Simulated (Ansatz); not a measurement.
**Si5F: from a guess to a relaxed structure**

Aim: relax a trial structure of Si5F and see where it ends.

Method: DFT PBE, scalar-relativistic, plane waves, PAW, in Ansatz 0.2.0.

**1. Starting point**

It takes space group P6/mmm (No. 191, hexagonal). The conventional cell has a = 4.983 Å, b = 4.983 Å, c = 4.036 Å, α = 90.00°, β = 90.00°, γ = 120.00°. Si (site symmetry 3m) is surrounded by 1 Si at 1.85 Å. Si (site symmetry 6/mmm) is surrounded by 2 F at 2.02 Å. F (site symmetry 6/mmm) has 2 Si at 2.02 Å as nearest neighbours.

Structure file:

```xyz
6
Lattice="4.9831 0.0000 0.0000 -2.4916 4.3155 0.0000 0.0000 0.0000 4.0357" Properties=species:S:1:pos:R:3 pbc="T T T"
Si    0.0000    2.8770    1.0911
Si    2.4916    1.4385    1.0911
Si    2.4916    1.4385    2.9446
Si    0.0000    2.8770    2.9446
Si    0.0000    0.0000    0.0000
F     0.0000    0.0000    2.0178
```

A structure generator made this guess: random cell by space group and Wyckoff sites (P6/mmm, No. 191). Lengths come from tabulated atomic sizes and are only a guess.

**2. Probe: one point on a coarse mesh**

Contents of input.yaml:

```yaml
crystal:
  lattice:
    - [4.98314269, 0.0, 0.0]
    - [-2.49157134, 4.31552816, 0.0]
    - [0.0, 0.0, 4.03569491]
  atoms:
    - { symbol: Si, position: [0.33333333, 0.66666667, 0.27035164] }
    - { symbol: Si, position: [0.66666667, 0.33333333, 0.27035164] }
    - { symbol: Si, position: [0.66666667, 0.33333333, 0.72964836] }
    - { symbol: Si, position: [0.33333333, 0.66666667, 0.72964836] }
    - { symbol: Si, position: [0.0, 0.0, 0.0] }
    - { symbol: F, position: [0.0, 0.0, 0.5] }
basis:
  ecutwfc: 420
kpoints:
  mp_grid: { grid: [6, 6, 4] }
hamiltonian:
  xc: pbe
scf:
  occupations: { method: gaussian, width: 0.1 }
  lower_state_search: "off"
output:
  forces: true
  stress: true
  eigenvalues: true
```

Launch:

```sh
> ansatz run input.yaml --threads 1 --pin off --max-ram 2048MiB --backend cpu --events-out ev --progress --plain --runs-dir out
```

Further runs follow: spin check on a coarse mesh; coarse relaxation; relaxation on the finer mesh.

Before running it: what results should come out? Wanted: conventional cell; volume; energy over the elements; gap on the mesh.

The runs gave:

```
                                                              quantity                                                                       value
                                symmetry at the end (tolerance 0.05 Å)                                                space group P6/mmm (No. 191)
                                                     conventional cell  a = 4.352 Å, b = 4.352 Å, c = 5.149 Å, α = 90.00°, β = 90.00°, γ = 120.00°
                                                                volume                                                               14.08 Å³/atom
energy over the elements (uncorrected; H, N, O, F and Cl as molecules)                                                               +0.02 eV/atom
                                                       gap on the mesh                                                                none (metal)
```

**Reading.** The space group P6/mmm (No. 191) is kept, and the volume per atom shrinks by 2.7 % from the first guess. The formation energy of this structure is too near zero to say whether it is bound against the elements. No finished test with a distortion of lower symmetry is shown, so the end may be a saddle point. A spin-polarised run here lost its starting moments, which speaks against magnetism, though one start doesn't rule it out. Other magnetic orders were not searched.
